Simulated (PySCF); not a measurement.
# C5H6FNO: the cost of one run

Programs: PySCF 2.14.0, with routines of our own; each step states its level. All values are computed. Atoms count from 0.

### Step 1. The starting structure

14 atoms, charge 0, multiplicity 1; geometry from: GFN2-xTB.

### Step 2. Vibronic structure: TDDFT PBE0/6-31G*

The job: settings as JSON, then the geometry in Å.

```
{"job": {"kind": "vib", "xc": "PBE0", "basis": "6-31G*", "tda": false}, "charge": 0, "multiplicity": 1}
C      2.037070     0.025295    -0.311605
C      0.740671    -0.007742    -0.066455
C     -0.111867    -1.243188     0.080932
N     -1.449048    -0.721715     0.206177
C     -1.575238     0.620137     0.190364
O     -2.602872     1.239562     0.282419
C     -0.151472     1.198445     0.067655
F     -0.046563     2.030727    -1.025725
H      2.561842     0.958060    -0.417756
H      2.613599    -0.876170    -0.426897
H     -0.021359    -1.899521    -0.792424
H      0.173591    -1.817376     0.971662
H     -2.253068    -1.324330     0.275679
H      0.084036     1.817343     0.943808
```

Level: TDDFT PBE0/6-31G* vertical-gradient vibronic structure (displaced harmonic oscillators, Condon), gas phase.

Command:

```console
OMP_NUM_THREADS=1 python excited_run.py task.json out
```

One launch serves the whole session: the jobs run in the order shown.

Q: Estimate the wall time and peak memory of this first job on 1 thread of Arm Neoverse V1, shared host.

About 24 s, with a peak of 0.64 GiB.
